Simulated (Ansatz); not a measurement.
**CH₄Sb radical: one species, many methods**

An exercise on one series of results from a longer session: the logs are not shown, and one member is left open.

Method: functionals in def2-TZVPP, the program's frozen cores in correlated methods; program: Ansatz 0.2.0, Gaussian basis.

Levels to be run: LDA (SPW92), PBE-D4, revPBE-D4, BLYP-D4, r2SCAN-D4, B97M-V, PBE0-D4, B3LYP-D4, r2SCANh-D4, r2SCAN0-D4, HSE06-D4, BHLYP-D4, CAM-B3LYP-D4, LC-ωPBE, ωB97X-V, ωB97M-V, B2PLYP, PBE-QIDH; CCSD(T)/def2-SVP; CCSD(T)/def2-TZVPP; CCSD(T)/def2-QZVPP; extrapolation to the limit; RPA on PBE.

## Structure used throughout

An earlier PBE0-D4 in a triple-zeta def2 set relaxation fixed the geometry. Sb takes the def2 core potential; no spin-orbit term is included.

6 atoms, charge 0, spin multiplicity 2.

Atoms are counted from 1 here; the program's logs count them from 0.

Bond lengths: C1–Sb2 2.162 Å, C1–H3 1.090 Å, C1–H4 1.090 Å, C1–H5 1.090 Å, Sb2–H6 1.716 Å. Angles: Sb2–C1–H3 109.9°, Sb2–C1–H4 109.1°, Sb2–C1–H5 109.9°, H3–C1–H4 109.4°, H3–C1–H5 109.1°, H4–C1–H5 109.4°, C1–Sb2–H6 92.8°.

Set-up of the first run:

in.yaml

```yaml
crystal:
  periodic: [false, false, false]
  atoms:
    - {symbol: C, position_ang: [-0.222185, -0.364175, -0.463906]}
    - {symbol: Sb, position_ang: [0.247875, 0.031096, 1.609117]}
    - {symbol: H, position_ang: [-0.906475, 0.396423, -0.840592]}
    - {symbol: H, position_ang: [-0.691102, -1.344515, -0.542049]}
    - {symbol: H, position_ang: [0.690231, -0.349616, -1.060466]}
    - {symbol: H, position_ang: [0.923958, 1.566786, 1.251594]}
basis:
  gaussian: {orbitals: def2-TZVPP}
magnetization: {spin_polarized: true, initial_magnetization: 1}
hamiltonian: {xc: lda}
output: {orbitals: {seedname: orbitals}}
```

Command:

```sh
> ansatz run in.yaml --threads 2 --pin off --events-out ev --progress --plain --max-ram 32768MiB --backend cpu
```

Among the steps run: LDA; PBE-D4 (GGA); revPBE-D4 (GGA); BLYP-D4 (GGA); r2SCAN-D4 (meta-GGA); B97M-V (meta-GGA); B3LYP-D4 (hybrid); r2SCANh-D4 (hybrid); r2SCAN0-D4 (hybrid); HSE06-D4 (hybrid); BHLYP-D4 (hybrid); CAM-B3LYP-D4 (range-separated); LC-ωPBE (range-separated); ωB97X-V (range-separated); ωB97M-V (range-separated); B2PLYP (double hybrid); PBE-QIDH (double hybrid).

One table of the session follows, with a row left open; its other results are not shown here.

It belongs to the step «Orbital energies across the functionals». 

| functional | HOMO (eV) | LUMO (eV) | gap (eV) |
| --- | --- | --- | --- |
| LDA (SPW92) | -4.88 | -3.96 | 0.92 |
| PBE-D4 | -4.86 | -3.56 | 1.29 |
| revPBE-D4 | -4.84 | -3.43 | 1.41 |
| BLYP-D4 | -4.63 | -3.61 | 1.02 |
| r2SCAN-D4 | -5.23 | -3.17 | 2.06 |
| B97M-V | -5.03 | -3.61 | 1.42 |
| PBE0-D4 | ? | ? | ? |
| B3LYP-D4 | -5.61 | -3.08 | 2.53 |
| r2SCANh-D4 | -5.61 | -2.87 | 2.74 |
| r2SCAN0-D4 | -6.18 | -2.41 | 3.77 |
| HSE06-D4 | -5.52 | -3.05 | 2.47 |
| BHLYP-D4 | -6.72 | -1.93 | 4.78 |
| CAM-B3LYP-D4 | -7.05 | -1.81 | 5.24 |
| LC-ωPBE | -8.46 | -0.43 | 8.03 |
| ωB97X-V | -7.95 | -0.88 | 7.07 |
| ωB97M-V | -7.87 | -0.99 | 6.88 |

Estimate the missing values for PBE0-D4.

As computed: HOMO (eV): -5.91; LUMO (eV): -2.68; gap (eV): 3.23. In the column «HOMO (eV)» it lies between r2SCAN0-D4 (-6.18) and B3LYP-D4 (-5.61).
